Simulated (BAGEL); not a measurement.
# C2H4NSi− (SMILES N#CC[SiH2-]): HF/STO-3G (density fitting with qzvpp-jkfit)

What is the energy change on altering one bond length of C2H4NSi− at HF/STO-3G (density fitting with qzvpp-jkfit)? 

The results are computed with BAGEL 1.2.2.

6 further runs of the same task are left out: 2 that didn't finish, 4 set aside as unsound or not needed.

## 1. The structure to begin with

The species is C2H4NSi− (8 atoms), meant as a singlet with charge -1. SMILES: `N#CC[SiH2-]`. Geometry: relaxed at GFN2-xTB. This is one conformer, not always the lowest.

Bond lengths: N1–C2 1.155 Å, C2–C3 1.400 Å, C3–Si4 1.969 Å, C3–H5 1.096 Å, C3–H6 1.093 Å, Si4–H7 1.496 Å, Si4–H8 1.485 Å. Angles: N1–C2–C3 177.3°, C2–C3–Si4 110.9°, C2–C3–H5 109.2°, C2–C3–H6 110.2°, Si4–C3–H5 110.5°, Si4–C3–H6 107.1°, C3–Si4–H7 96.6°, C3–Si4–H8 99.6°, H5–C3–H6 108.8°, H7–Si4–H8 100.2°.

## 2. A single-point energy at HF/STO-3G (density fitting with qzvpp-jkfit)

input.json

```json
{ "bagel" : [

{
  "title" : "molecule",
  "basis" : "sto-3g",
  "df_basis" : "qzvpp-jkfit",
  "angstrom" : "true",
  "geometry" : [
    { "atom" : "N", "xyz" : [       1.074570,       0.084650,       2.358550 ] },
    { "atom" : "C", "xyz" : [       0.692590,       0.336440,       1.297840 ] },
    { "atom" : "C", "xyz" : [       0.204010,       0.579900,       0.008390 ] },
    { "atom" : "Si", "xyz" : [      -1.177800,      -0.735930,      -0.478240 ] },
    { "atom" : "H", "xyz" : [       1.035420,       0.546420,      -0.705230 ] },
    { "atom" : "H", "xyz" : [      -0.261840,       1.567640,      -0.038230 ] },
    { "atom" : "H", "xyz" : [      -1.218640,      -0.411890,      -1.937980 ] },
    { "atom" : "H", "xyz" : [      -0.348310,      -1.967210,      -0.505100 ] }
  ]
},

{
  "title" : "hf",
  "charge" : -1
},

{
  "title" : "print",
  "file" : "orbitals.molden",
  "orbitals" : "true"
}

]}
```

Command:

```bash
$ BAGEL_NUM_THREADS=1 BAGEL input.json > input.out
```

The program printed:

```text
* using 1 threads per process

  ===============================================================
  ===============================================================

  *** Geometry ***

  { "atom" : "N", "xyz" : [      2.030643,      0.159965,      4.457014 ] },
  { "atom" : "C", "xyz" : [      1.308805,      0.635779,      2.452562 ] },
  { "atom" : "C", "xyz" : [      0.385523,      1.095852,      0.015855 ] },
  { "atom" : "Si", "xyz" : [     -2.225719,     -1.390706,     -0.903743 ] },
  { "atom" : "H", "xyz" : [      1.956660,      1.032584,     -1.332692 ] },
  { "atom" : "H", "xyz" : [     -0.494806,      2.962410,     -0.072244 ] },
  { "atom" : "H", "xyz" : [     -2.302896,     -0.778359,     -3.662251 ] },
  { "atom" : "H", "xyz" : [     -0.658211,     -3.717488,     -0.954501 ] },

  Number of auxiliary basis functions:      427

  Since a DF basis is specified, we compute 2- and 3-index integrals:
    o Being stored without compression. Storage requirement is 0.003 GB

  Number of basis functions:       28
  Number of electrons      :       37

    * METHOD: MOLECULE                             0.13

  *** RHF ***

  === Nuclear Repulsion ===
   128.2816932792

      * DIIS with orbital gradients will be used.

  === RHF iteration (sto-3g) ===
      0       -416.16681050          0.02337501           0.01
      1       -416.20691797          0.02096082           0.01
      2       -416.27754547          0.00149668           0.01
      3       -416.27870038          0.00031756           0.01
      4       -416.27875924          0.00011131           0.01
      5       -416.27876671          0.00004972           0.01
      6       -416.27876827          0.00002339           0.01
      7       -416.27876875          0.00000406           0.01
      8       -416.27876876          0.00000081           0.01
      9       -416.27876876          0.00000041           0.01
     10       -416.27876876          0.00000011           0.01
     11       -416.27876876          0.00000002           0.01
     12       -416.27876876          0.00000001           0.01
    * SCF iteration converged.

    * Permanent dipole moment:
           (   -0.736290,    -0.935377,    -0.098706) a.u.

    * METHOD: HF                                   0.22

    * METHOD: PRINT                                0.00

  ===============================================================
```

It took 0.46 s on 1 thread of Arm Neoverse V1, shared host; peak memory 0.081 GiB.

## 3. The distorted shape, same level

input.json

```json
{ "bagel" : [

{
  "title" : "molecule",
  "basis" : "sto-3g",
  "df_basis" : "qzvpp-jkfit",
  "angstrom" : true,
  "geometry" : [
    { "atom" : "N", "xyz" : [    1.765440,    0.742532,    2.601853 ] },
    { "atom" : "C", "xyz" : [    1.383460,    0.994322,    1.541143 ] },
    { "atom" : "C", "xyz" : [    0.894880,    1.237782,    0.251693 ] },
    { "atom" : "Si", "xyz" : [   -1.177800,   -0.735930,   -0.478240 ] },
    { "atom" : "H", "xyz" : [    1.726290,    1.204302,   -0.461927 ] },
    { "atom" : "H", "xyz" : [    0.429030,    2.225522,    0.205073 ] },
    { "atom" : "H", "xyz" : [   -1.218640,   -0.411890,   -1.937980 ] },
    { "atom" : "H", "xyz" : [   -0.348310,   -1.967210,   -0.505100 ] }
  ]
},
{
  "title" : "hf",
  "charge" : -1
},
{
  "title" : "print",
  "file" : "orbitals.molden",
  "orbitals" : true
}

]}
```

Command:

```bash
$ BAGEL_NUM_THREADS=1 BAGEL input.json > input.out
```

The program printed:

```text
* using 1 threads per process

  ===============================================================
  ===============================================================

  *** Geometry ***

  { "atom" : "N", "xyz" : [      3.336198,      1.403182,      4.916790 ] },
  { "atom" : "C", "xyz" : [      2.614361,      1.878996,      2.912338 ] },
  { "atom" : "C", "xyz" : [      1.691078,      2.339069,      0.475631 ] },
  { "atom" : "Si", "xyz" : [     -2.225719,     -1.390706,     -0.903743 ] },
  { "atom" : "H", "xyz" : [      3.262215,      2.275801,     -0.872916 ] },
  { "atom" : "H", "xyz" : [      0.810749,      4.205627,      0.387532 ] },
  { "atom" : "H", "xyz" : [     -2.302896,     -0.778359,     -3.662251 ] },
  { "atom" : "H", "xyz" : [     -0.658211,     -3.717488,     -0.954501 ] },

  Number of auxiliary basis functions:      427

  Since a DF basis is specified, we compute 2- and 3-index integrals:
    o Being stored without compression. Storage requirement is 0.003 GB

  Number of basis functions:       28
  Number of electrons      :       37

    * METHOD: MOLECULE                             0.13

  *** RHF ***

  === Nuclear Repulsion ===
   111.4880520617

      * DIIS with orbital gradients will be used.

  === RHF iteration (sto-3g) ===
      0       -416.09156563          0.02082913           0.01
      1       -416.13771869          0.01774769           0.01
      2       -416.18903495          0.00168679           0.01
      3       -416.19055338          0.00061221           0.01
      4       -416.19079226          0.00027563           0.01
      5       -416.19084666          0.00008048           0.01
      6       -416.19085184          0.00002630           0.01
      7       -416.19085241          0.00000780           0.01
      8       -416.19085245          0.00000395           0.01
      9       -416.19085246          0.00000186           0.01
     10       -416.19085246          0.00000045           0.01
     11       -416.19085246          0.00000016           0.01
     12       -416.19085246          0.00000006           0.01
     13       -416.19085246          0.00000002           0.01
     14       -416.19085246          0.00000001           0.01
    * SCF iteration converged.

    * Permanent dipole moment:
           (    0.646893,     0.349981,     0.838388) a.u.

    * METHOD: HF                                   0.26

    * METHOD: PRINT                                0.00

  ===============================================================
```

Wall time 0.5 s (1 thread of Arm Neoverse V1, shared host); peak memory 0.081 GiB.

## 4. Outcome

At HF/STO-3G (density fitting with qzvpp-jkfit):

| quantity | value |
| --- | --- |
| first shape: total energy | -416.27877 Eh |
| first shape: HOMO energy | 2.52 eV |
| first shape: LUMO energy | 15.28 eV |
| first shape: HOMO–LUMO gap (to an unbound level, set by the basis) | 12.77 eV |
| distorted shape: total energy | -416.19085 Eh |
| distorted shape: HOMO energy | 1.02 eV |
| distorted shape: LUMO energy | 11.93 eV |
| distorted shape: HOMO–LUMO gap (to an unbound level, set by the basis) | 10.91 eV |
| energy change with the C3–Si4 bond stretched from 1.969 to 2.954 Å | 2.392 eV |

**Reading.** With the C3–Si4 bond stretched from 1.969 to 2.954 Å the energy rises by 2.39 eV (231 kJ/mol). The first shape isn't relaxed at this level, so the change isn't measured from a minimum. The minimal basis adds a large error of its own. The HOMO (first shape) lies at positive energy, 2.52 eV: the electron is unbound at this level or held by a compact basis; values depend on the basis. The HOMO (distorted shape) lies at positive energy, 1.02 eV: the electron is unbound at this level or held by a compact basis; values depend on the basis.
